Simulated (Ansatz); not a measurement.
# Si₂H₄Cl₂ + HCl: a complex and its separated parts

Aim: how far the complex at one end of a reaction step lies below its separated, relaxed parts, level by level.

Method: PBE0-D4/def2-TZVP structures, single points in def2-TZVPP, no counterpoise correction; program: Ansatz 0.2.0, Gaussian basis.

Levels: SPW92, PBE-D4, BLYP-D4, r2SCAN-D4, B97M-V, PBE0-D4, B3LYP-D4, r2SCAN0-D4, BHLYP-D4, CAM-B3LYP-D4, wB97X-V, wB97M-V, B2PLYP, PBE-QIDH, RPA on PBE, Hartree-Fock, MP2, CCSD, CCSD(T).

Cores are frozen in the correlated methods. B3LYP uses VWN-RPA correlation. B2PLYP carries no dispersion term here.

94 further runs of the same task are left out: 94 set aside as unsound or not needed. Runs told in other sessions of the task aren't counted.

### Step 1. Where the work starts

The complex: 10 atoms, charge 0, spin multiplicity 1.

Atoms are counted from 1 here; the program's logs count them from 0.

Bond lengths: Si1–Cl3 2.049 Å, Si1–Cl4 2.070 Å, Si1–H5 1.480 Å, Si1–Si7 2.338 Å, Cl2–H6 1.286 Å, Si7–H8 1.484 Å, Si7–H9 1.482 Å, Si7–H10 1.487 Å. Angles: Cl3–Si1–Cl4 108.3°, Cl3–Si1–H5 107.4°, Cl3–Si1–Si7 109.2°, Cl4–Si1–H5 105.4°, Cl4–Si1–Si7 111.2°, H5–Si1–Si7 115.0°, Si1–Si7–H8 109.6°, Si1–Si7–H9 109.0°, Si1–Si7–H10 106.6°, H8–Si7–H9 111.2°, H8–Si7–H10 110.0°, H9–Si7–H10 110.3°.

As a file:

```
Si   -1.3055   -0.5485   -0.2630
Cl    2.8075   -0.6352    1.7267
Cl   -1.4646   -1.5832   -2.0249
Cl   -0.6447   -1.8544    1.2008
H    -2.6730   -0.1570    0.1466
H     1.6699   -1.2256    1.6183
Si    0.1884    1.2274   -0.5477
H     0.4089    1.9048    0.7539
H     1.4597    0.7047   -1.1017
H    -0.4464    2.1670   -1.5091
```

Its parts: Si₂H₄Cl₂ holds atoms 1, 3, 4, 5, 7, 8, 9, 10; HCl holds atoms 2, 6. Each part counts its atoms afresh in its own runs.

### Step 2. Relaxing Si₂H₄Cl₂ alone

The input, relax-a/in.yaml:

```yaml
crystal:
  periodic: [false, false, false]
  atoms:
    - {symbol: Si, position_ang: [-1.305483, -0.548528, -0.262965]}
    - {symbol: Cl, position_ang: [-1.464612, -1.583211, -2.024871]}
    - {symbol: Cl, position_ang: [-0.644724, -1.854394, 1.200807]}
    - {symbol: H, position_ang: [-2.673023, -0.156995, 0.146577]}
    - {symbol: Si, position_ang: [0.188376, 1.227353, -0.547686]}
    - {symbol: H, position_ang: [0.408937, 1.904790, 0.753930]}
    - {symbol: H, position_ang: [1.459687, 0.704732, -1.101658]}
    - {symbol: H, position_ang: [-0.446422, 2.166976, -1.509100]}
basis:
  gaussian: {orbitals: def2-TZVP}
hamiltonian: {xc: pbe0, dispersion: d4}
relax: {f_tol: 0.005, max_steps: 200}
```

Run with:

```sh
ansatz run in.yaml --threads 8 --pin off --events-out ev --progress --plain --max-ram 19148MiB
```

The runs that follow: Relaxing HCl alone; SPW92/def2-TZVPP; PBE-D4/def2-TZVPP; BLYP-D4/def2-TZVPP; r2SCAN-D4/def2-TZVPP; B97M-V/def2-TZVPP; PBE0-D4/def2-TZVPP; B3LYP-D4/def2-TZVPP; r2SCAN0-D4/def2-TZVPP; BHLYP-D4/def2-TZVPP; CAM-B3LYP-D4/def2-TZVPP; wB97X-V/def2-TZVPP; wB97M-V/def2-TZVPP; B2PLYP/def2-TZVPP; PBE-QIDH/def2-TZVPP; RPA on PBE/def2-TZVPP; CCSD(T)/def2-TZVPP; Vibrations of Si₂H₄Cl₂; Vibrations of HCl.

**Question.** What will these runs give? Wanted: complex less parts, CCSD(T)/def2-TZVPP; with zero-point energy; largest T1 diagnostic.

**Answer**, as computed:

| quantity | value |
| --- | --- |
| complex less parts, CCSD(T)/def2-TZVPP | -2.14 kcal/mol |
| with zero-point energy | -1.32 kcal/mol |
| largest T1 diagnostic | 0.011 |

In words: At CCSD(T) the complex lies 2.14 kcal/mol below its parts. Among the functionals PBE-QIDH lands nearest to CCSD(T) (+0.21 kcal/mol) and SPW92 farthest (-3.02 kcal/mol). Mean unsigned error by rung: LDA 3.02, GGA 1.40, meta-GGA 0.54, hybrid 0.82, range-separated hybrid 0.66, double hybrid 0.41 kcal/mol. The double hybrids carry no dispersion term here, unlike the levels marked D4 or V. PBE-D4 gives a relative energy 1.50 kcal/mol too low, an error of 70 % of the reference. No counterpoise was applied, and triple zeta lacks some correlation, so the CCSD(T) reference has a basis error of its own, and close matches with it are partly luck.
